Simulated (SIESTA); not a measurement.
The system is TaWC2.

```
W Ta C
1.0
     1.57186    0.90751    5.10162
    -1.57186    0.90751    5.10162
     0.00000   -1.81502    5.10162
W Ta C
1 1 2
Direct
  0.00000 0.00000 0.00000
  0.50000 0.50000 0.50000
  0.25093 0.25093 0.25093
  0.74907 0.74907 0.74907
```

The cell comes from a database or a generator and needn't be the stable form of this composition.

* Program: SIESTA 5.4.2
* Task: single point
* Functional: PBE
* Potentials or basis: PseudoDojo 0.4 standard (PBE files)
* Basis: DZP (energy shift 0.003 Ry; two zetas on semicore shells)
* Grid cutoff: 800 Ry
* Energy shift: 0.003 Ry
* k mesh: 10 × 10 × 10
* Occupations: fermi-dirac, width 0.05 eV
* Spin: no spin polarisation

On this cell: pressure 3.5 GPa; largest force 0.053 eV/Å; band gap on the k mesh none (metal or under the smearing width).

The same run follows on a disturbed copy (atoms moved at random, drawn with an rms of 0.05 Å):

```
CELL_PARAMETERS angstrom
1.57186 0.90751 5.10162
-1.57186 0.90751 5.10162
0.00000 -1.81502 5.10162
ATOMIC_POSITIONS crystal
W 0.99711 0.98771 0.01505
Ta 0.51833 0.48940 0.48742
C 0.25719 0.24463 0.24910
C 0.73365 0.75090 0.75644
```

What does the disturbed cell give?

The energy (extrapolated to zero smearing) moves by +7.9 meV/atom; pressure 4.1 GPa; largest force 0.822 eV/Å; band gap on the k mesh none (metal or under the smearing width).

Forces in eV/Å, atoms in the order of the input:
```
W   -0.297 -0.008 -0.142
Ta  -0.342 -0.130  0.076
C   -0.065 -0.164 -0.232
C    0.704  0.303  0.298
```

Stress tensor (GPa, compression positive):
```
 4.24  0.28  0.15
 0.28  4.24 -0.16
 0.15 -0.16  3.80
```

Caveats: short orbitals over semicore shells can move pressures by several GPa; the basis of atomic orbitals isn't converged, which shifts pressures, moduli and gaps.
